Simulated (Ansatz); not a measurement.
# C3H7AlO2: the cost of one run

Method: RKS B3LYP-D4/6-31G, in Ansatz 0.2.0.

### Step 1. The system as given

Bond lengths: C1–C2 1.500 Å, C2–Al3 1.970 Å, Al3–O4 1.827 Å, C2–C5 1.476 Å, C2–O6 1.420 Å, C5–O6 1.385 Å, C1–H7 1.073 Å, C1–H8 1.081 Å, C1–H9 1.164 Å, Al3–H10 1.637 Å, O4–H11 1.051 Å, C5–H12 1.146 Å, C5–H13 1.170 Å. Angles (14 of 23 angles, heavy atoms first): C1–C2–Al3 118.1°, C1–C2–C5 119.5°, C1–C2–O6 112.8°, Al3–C2–C5 120.1°, Al3–C2–O6 111.9°, C5–C2–O6 57.1°, C2–Al3–O4 123.4°, C2–C5–O6 59.4°, C2–O6–C5 63.5°, C2–C1–H7 111.8°, C2–C1–H8 109.1°, C2–C1–H9 108.9°, C2–Al3–H10 120.5°, O4–Al3–H10 116.1°.

Structure file:

```xyz
13

C    -1.3497   -0.4430   -0.4840
C    -0.0848    0.3173   -0.2149
Al    1.4588   -0.6736    0.5030
O     1.5416   -2.4976    0.5678
C    -0.1272    1.7904   -0.1248
O     0.2861    1.1675   -1.2907
H    -1.1775   -1.2941   -1.1147
H    -1.8140   -0.7023    0.4577
H    -2.1169    0.2699   -0.9917
H     2.7627    0.1278    1.0846
H     1.0576   -2.7231    1.4725
H     0.7448    2.3045    0.4127
H    -1.1610    2.3216   -0.2627
```

### Step 2. End point A

Input file input.yaml:

```yaml
crystal:
  periodic: [false, false, false]
  atoms:
    - { symbol: C, position_ang: [-1.3497, -0.443, -0.484] }
    - { symbol: C, position_ang: [-0.0848, 0.3173, -0.2149] }
    - { symbol: Al, position_ang: [1.4588, -0.6736, 0.503] }
    - { symbol: O, position_ang: [1.5416, -2.4976, 0.5678] }
    - { symbol: C, position_ang: [-0.1272, 1.7904, -0.1248] }
    - { symbol: O, position_ang: [0.2861, 1.1675, -1.2907] }
    - { symbol: H, position_ang: [-1.1775, -1.2941, -1.1147] }
    - { symbol: H, position_ang: [-1.814, -0.7023, 0.4577] }
    - { symbol: H, position_ang: [-2.1169, 0.2699, -0.9917] }
    - { symbol: H, position_ang: [2.7627, 0.1278, 1.0846] }
    - { symbol: H, position_ang: [1.0576, -2.7231, 1.4725] }
    - { symbol: H, position_ang: [0.7448, 2.3045, 0.4127] }
    - { symbol: H, position_ang: [-1.161, 2.3216, -0.2627] }
basis:
  gaussian: { orbitals: "6-31G" }
hamiltonian:
  xc: b3lyp
  dispersion: d4
relax:
  f_tol: 0.015
  max_steps: 40
```

Command:

```
ansatz run input.yaml --threads 1 --pin off --max-ram 2048MiB --backend cpu --events-out ev --progress --plain --runs-dir out
```

Q: Estimate wall time and peak memory on 1 thread of Arm Neoverse V1, shared host.

About 2.4 min, with a peak of 0.17 GiB.
